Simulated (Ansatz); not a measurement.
# CH₈BFSi₂: one species, many methods

Aim: compute CH₈BFSi₂ with functionals from several rungs and with coupled cluster, and see how far each lands from CCSD(T) at the basis-set limit for the atomisation energy.

Computed with Ansatz 0.2.0, Gaussian basis. Level: functionals in def2-TZVPP, the program's frozen cores in correlated methods.

The runs, in order: PBE-D4, r2SCAN-D4, PBE0-D4, B3LYP-D4, ωB97X-V, ωB97M-V, B2PLYP; CCSD(T)/def2-TZVPP; MP2/def2-QZVPP; extrapolation to the limit.

## (1) The relaxed structure

An earlier PBE0-D4 in a triple-zeta def2 set relaxation fixed the geometry.

13 atoms, charge 0, spin multiplicity 1.

Atoms are counted from 1 here; the program's logs count them from 0.

Bond lengths: B1–Si2 2.021 Å, B1–H6 1.199 Å, B1–H7 1.195 Å, Si2–Si3 2.344 Å, Si2–H8 1.489 Å, Si2–H9 1.490 Å, Si3–C4 1.915 Å, Si3–H10 1.488 Å, Si3–H11 1.488 Å, C4–F5 1.443 Å, C4–H12 1.091 Å, C4–H13 1.090 Å. Angles: Si2–B1–H6 115.8°, Si2–B1–H7 120.6°, H6–B1–H7 117.9°, B1–Si2–Si3 96.3°, B1–Si2–H8 117.9°, B1–Si2–H9 114.9°, Si3–Si2–H8 109.4°, Si3–Si2–H9 109.0°, H8–Si2–H9 108.3°, Si2–Si3–C4 97.7°, Si2–Si3–H10 118.1°, Si2–Si3–H11 116.1°, C4–Si3–H10 106.5°, C4–Si3–H11 108.4°, H10–Si3–H11 108.7°, Si3–C4–F5 107.7°, Si3–C4–H12 112.7°, Si3–C4–H13 116.2° and more.

## (2) PBE-D4 (GGA)

in.yaml reads:

```yaml
crystal:
  periodic: [false, false, false]
  atoms:
    - {symbol: B, position_ang: [-1.525619, 0.877995, 0.060950]}
    - {symbol: Si, position_ang: [-0.921605, -0.721725, 1.137299]}
    - {symbol: Si, position_ang: [1.172326, -0.948427, 0.107816]}
    - {symbol: C, position_ang: [1.061341, 0.579281, -1.041229]}
    - {symbol: F, position_ang: [-0.332414, 0.801582, -1.340316]}
    - {symbol: H, position_ang: [-1.199758, 1.949038, 0.490910]}
    - {symbol: H, position_ang: [-2.510808, 0.822014, -0.612638]}
    - {symbol: H, position_ang: [-1.686344, -1.990841, 0.989432]}
    - {symbol: H, position_ang: [-0.722885, -0.462365, 2.590789]}
    - {symbol: H, position_ang: [2.387951, -0.759487, 0.944589]}
    - {symbol: H, position_ang: [1.358563, -2.158729, -0.737134]}
    - {symbol: H, position_ang: [1.405131, 1.495182, -0.557657]}
    - {symbol: H, position_ang: [1.534719, 0.481684, -2.017809]}
basis:
  gaussian: {orbitals: def2-TZVPP}
hamiltonian: {xc: pbe, dispersion: d4}
output: {forces: true, orbitals: {seedname: orbitals}}
```

The run is started by

```
ansatz run in.yaml --threads 4 --pin off --events-out ev --progress --plain --max-ram 10444MiB
```

Further steps of the session: r2SCAN-D4 (meta-GGA); PBE0-D4 (hybrid); B3LYP-D4 (hybrid); ωB97X-V (range-separated); ωB97M-V (range-separated); B2PLYP (double hybrid); CCSD(T) in def2-TZVPP; MP2 in def2-QZVPP.

**Question.** What will the summary of the whole plan be? Wanted: atomisation energy, CCSD(T)/CBS; farthest; mean size of error, hybrid; mean size of error, range-separated; gap, smallest and largest; T1 diagnostic; triples share of the correlation energy.

The runs gave:

| quantity | value |
| --- | --- |
| atomisation energy, CCSD(T)/CBS | 1006.3 kcal/mol |
| functionals within 5.0 kcal/mol (0.5 %) | PBE0-D4, B3LYP-D4, ωB97M-V |
| farthest | B2PLYP (-11.8 kcal/mol) |
| mean size of error, hybrid | 1.7 kcal/mol |
| mean size of error, range-separated | 6.9 kcal/mol |
| gap, smallest and largest | 4.59 eV (PBE-D4), 10.97 eV (ωB97X-V) |
| T1 diagnostic | 0.0138 |
| triples share of the correlation energy | 3.5 % |

PBE-D4 is off by +9.4 kcal/mol. Double hybrids carry the basis error of their MP2 part in triple zeta, and no dispersion term here, so their miss is partly the set-up's. The reference freezes the cores and leaves out relativity and excitations past (T), so misses under about 5.0 kcal/mol can't be ranked. Hartree-Fock recovers 75 % of the binding; the rest is correlation. The gap grows from 4.6 to 11.0 eV across the functionals, mostly with the share of exact exchange.
